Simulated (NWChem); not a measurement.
# the pair CHClFN···CH2ClN: a chain of runs

Aim: a single-point energy (singlet C2H3Cl2FN2, MP2/pcseg-1), then the energy (singlet CHClFN, MP2/pcseg-1), then the energy (singlet CH2ClN, MP2/pcseg-1), then the energy (singlet CHClFN, MP2/pcseg-1), then a single-point energy (singlet CH2ClN, MP2/pcseg-1) of C2H3Cl2FN2 and its partners. 

The calculation is run with NWChem 7.3.0.

### 1 The structure to begin with

The species is C2H3Cl2FN2 (10 atoms), meant as a singlet with charge 0. The two molecules were placed rigidly side by side, at 1.3 times their contact distance; the pair isn't optimised.

Bond lengths: N1–C2 1.237 Å, C2–F3 1.314 Å, C2–Cl4 1.729 Å, N6–C7 1.247 Å, C7–Cl8 1.729 Å, N1–H5 1.013 Å, N6–H9 1.019 Å, C7–H10 1.091 Å. Angles: N1–C2–F3 121.4°, N1–C2–Cl4 128.7°, F3–C2–Cl4 110.0°, N6–C7–Cl8 121.0°, C2–N1–H5 112.7°, N6–C7–H10 128.0°, Cl8–C7–H10 111.0°, C7–N6–H9 110.5°.

### 2 The energy at MP2/pcseg-1 (run 1)

The input, c2h3cl2fn2.nw:

```
start c2h3cl2fn2
memory stack 880 mb heap 220 mb global 1100 mb
geometry units angstroms noautosym nocenter noautoz
   N        0.311140       0.955220       0.282700
   C        0.127940      -0.259880       0.136800
   F        0.800340      -1.142680       0.840400
   Cl      -0.963460      -1.066980      -0.934900
   H       -0.275960       1.514320      -0.325000
   N       -3.598210      -2.168380      -4.326110
   C       -2.838980      -3.045650      -4.784260
   Cl      -1.200150      -2.678550      -5.196060
   H       -4.521350      -2.557680      -4.140640
   H       -3.066440      -4.094060      -4.981720
end
basis spherical bse
   * library pcseg-1
end
scf
   thresh 1e-08
   maxiter 80
   print low
end
mp2
   freeze core 15
   tight
end
task mp2 energy
```

On the command line:

```console
nwchem c2h3cl2fn2.nw > c2h3cl2fn2.out
```

Log:

```text
[...]
  functions       =   121
[...]
  wavefunction    = RHF
[...]
         Total SCF energy =  -1204.617920177124
      One-electron energy =  -2384.161456952642
      Two-electron energy =    816.270972804186
 Nuclear repulsion energy =    363.272563971332
        Time for solution =     17.4s
[...]
          Total MP2 energy         -1205.656545270319
[...]
```

It took 22 s on 1 thread of Intel Xeon 6975P-C (Granite Rapids), shared host; peak memory 0.56 GiB.

### 3 CHClFN: the energy at MP2/pcseg-1 (run 2)

The input, input.nw:

```
START input
TITLE "CHClFN"
memory total 2200 mb
charge 0

GEOMETRY units angstrom noautosym nocenter noautoz
N        0.311140       0.955220       0.282700
C        0.127940      -0.259880       0.136800
F        0.800340      -1.142680       0.840400
Cl      -0.963460      -1.066980      -0.934900
H       -0.275960       1.514320      -0.325000
END

BASIS spherical bse
* library pcseg-1
END

SCF
thresh 1e-08
maxiter 80
print low
END

MP2
freeze core 8
tight
END

TASK mp2 energy
```

On the command line:

```console
nwchem input.nw > input.out
```

Log:

```text
[...]
  functions       =    65
[...]
  wavefunction    = RHF
[...]
         Total SCF energy =   -651.721407037008
      One-electron energy =  -1201.213214464001
      Two-electron energy =    397.610645472073
 Nuclear repulsion energy =    151.881161954921
        Time for solution =      4.7s
[...]
          Total MP2 energy          -652.329452477172
[...]
```

Wall time 6.3 s (1 thread of Intel Xeon 6975P-C (Granite Rapids), shared host); peak memory 0.14 GiB.

### 4 CH2ClN: a single-point energy at MP2/pcseg-1 (run 3)

The input, sp.nw:

```
start sp
title "CH2ClN"
memory stack 880 mb heap 220 mb global 1100 mb

geometry units atomic noautosym nocenter noautoz
  N     -6.79963144    -4.09764433    -8.17516309
  C     -5.36489467    -5.75544437    -9.04094111
  Cl    -2.26795481    -5.06172591    -9.81913033
  H     -8.54411321    -4.83331471    -7.82467558
  H     -5.79473178    -7.73665214    -9.41408643
end

basis "ao basis" spherical bse
  N library pcseg-1
  C library pcseg-1
  Cl library pcseg-1
  H library pcseg-1
end

scf
  singlet
  rhf
  thresh 1e-08
  maxiter 80
  print low
end

mp2
  freeze core 7
  tight
end

task mp2 energy
```

On the command line:

```console
nwchem sp.nw > sp.out
```

Log:

```text
[...]
  functions       =    56
[...]
  wavefunction    = RHF
[...]
         Total SCF energy =   -552.895652547874
      One-electron energy =   -939.804311207595
      Two-electron energy =    297.023845904608
 Nuclear repulsion energy =     89.884812755113
        Time for solution =      3.2s
[...]
          Total MP2 energy          -553.325880520494
[...]
```

Wall time 4.5 s (1 thread of Intel Xeon 6975P-C (Granite Rapids), shared host); peak memory 0.12 GiB.

### 5 CHClFN among ghost functions: a single-point energy at MP2/pcseg-1 (with ghost functions) (run 4)

The input, mymol.nw:

```
start mymol
title "CHClFN mp2"
memory stack 880 mb heap 220 mb global 1100 mb
charge 0

geometry units angstroms noautosym nocenter noautoz
  N      0.311140     0.955220     0.282700
  C      0.127940    -0.259880     0.136800
  F      0.800340    -1.142680     0.840400
  Cl    -0.963460    -1.066980    -0.934900
  H     -0.275960     1.514320    -0.325000
  bqN     -3.598210    -2.168380    -4.326110
  bqC     -2.838980    -3.045650    -4.784260
  bqCl    -1.200150    -2.678550    -5.196060
  bqH     -4.521350    -2.557680    -4.140640
  bqH     -3.066440    -4.094060    -4.981720
end

basis spherical bse
  N library pcseg-1
  C library pcseg-1
  F library pcseg-1
  Cl library pcseg-1
  H library pcseg-1
  bqN library N pcseg-1
  bqC library C pcseg-1
  bqCl library Cl pcseg-1
  bqH library H pcseg-1
end

scf
  thresh 1e-08
  maxiter 80
  print low
end

mp2
  freeze core 8
  tight
end

task mp2 energy
```

On the command line:

```console
nwchem mymol.nw > mymol.out
```

Log:

```text
[...]
  functions       =   121
[...]
  wavefunction    = RHF
[...]
         Total SCF energy =   -651.721417895862
      One-electron energy =  -1201.212402790571
      Two-electron energy =    397.609822939788
 Nuclear repulsion energy =    151.881161954921
        Time for solution =     13.1s
[...]
          Total MP2 energy          -652.329488150652
[...]
```

Wall time 17 s (1 thread of Intel Xeon 6975P-C (Granite Rapids), shared host); peak memory 0.41 GiB.

### 6 CH2ClN among ghost functions: a single-point energy at MP2/pcseg-1 (with ghost functions) (run 5)

The input, run.nw:

```
start run
title "CH2ClN"
memory total 2200 mb
geometry units angstroms noautosym nocenter noautoz
 N    -3.598210   -2.168380   -4.326110
 C    -2.838980   -3.045650   -4.784260
 Cl   -1.200150   -2.678550   -5.196060
 H    -4.521350   -2.557680   -4.140640
 H    -3.066440   -4.094060   -4.981720
 bqN      0.311140     0.955220     0.282700
 bqC      0.127940    -0.259880     0.136800
 bqF      0.800340    -1.142680     0.840400
 bqCl    -0.963460    -1.066980    -0.934900
 bqH     -0.275960     1.514320    -0.325000
end
basis "ao basis" spherical bse
 N library pcseg-1
 C library pcseg-1
 Cl library pcseg-1
 H library pcseg-1
 bqN library N pcseg-1
 bqC library C pcseg-1
 bqF library F pcseg-1
 bqCl library Cl pcseg-1
 bqH library H pcseg-1
end
scf
 singlet
 rhf
 thresh 1e-08
 maxiter 80
 noprint "final vectors analysis"
end
mp2
 freeze core 7
 tight
end
task mp2 energy
```

On the command line:

```console
nwchem run.nw > run.out
```

Log:

```text
[...]
  functions       =   121
[...]
  wavefunction    = RHF
[...]
         Total SCF energy =   -552.895832730483
      One-electron energy =   -939.800485962086
      Two-electron energy =    297.019834021135
 Nuclear repulsion energy =     89.884819210468
        Time for solution =     11.9s
[...]
          Total MP2 energy          -553.326150838005
[...]
```

Run time: 16 s. Hardware: 1 thread of Intel Xeon 6975P-C (Granite Rapids), shared host; peak memory 0.34 GiB.

### 7 Results

| quantity | value |
| --- | --- |
| run 1, MP2/pcseg-1: total energy | -1205.65655 Eh |
| run 1, MP2/pcseg-1: correlation energy (15 core orbitals frozen) | -1038.6 mEh |
| CHClFN: total energy | -652.32945 Eh |
| CHClFN: correlation energy (8 core orbitals frozen) | -608.0 mEh |
| CH2ClN: total energy | -553.32588 Eh |
| CH2ClN: correlation energy (7 core orbitals frozen) | -430.2 mEh |
| CHClFN among ghost functions: total energy | -652.32949 Eh |
| CHClFN among ghost functions: correlation energy (8 core orbitals frozen) | -608.1 mEh |
| CH2ClN among ghost functions: total energy | -553.32615 Eh |
| CH2ClN among ghost functions: correlation energy (7 core orbitals frozen) | -430.3 mEh |
| interaction energy of the rigid parts CHClFN and CH2ClN (parts in their own basis; closest atoms 4.43 Å apart) | -0.033 eV |
| interaction energy of the rigid parts CHClFN and CH2ClN (parts in the whole basis, counterpoise; closest atoms 4.43 Å apart) | -0.025 eV |

What this shows: The interaction energy of the rigid parts CHClFN and CH2ClN (parts in their own basis; closest atoms 4.43 Å apart) is −0.03 eV (−3.2 kJ/mol): the parts attract. Without counterpoise this holds the superposition error of the basis. The interaction energy of the rigid parts CHClFN and CH2ClN (parts in the whole basis, counterpoise; closest atoms 4.43 Å apart) is −0.02 eV (−2.4 kJ/mol): the parts attract. The basis-set superposition error is 0.8 kJ/mol.
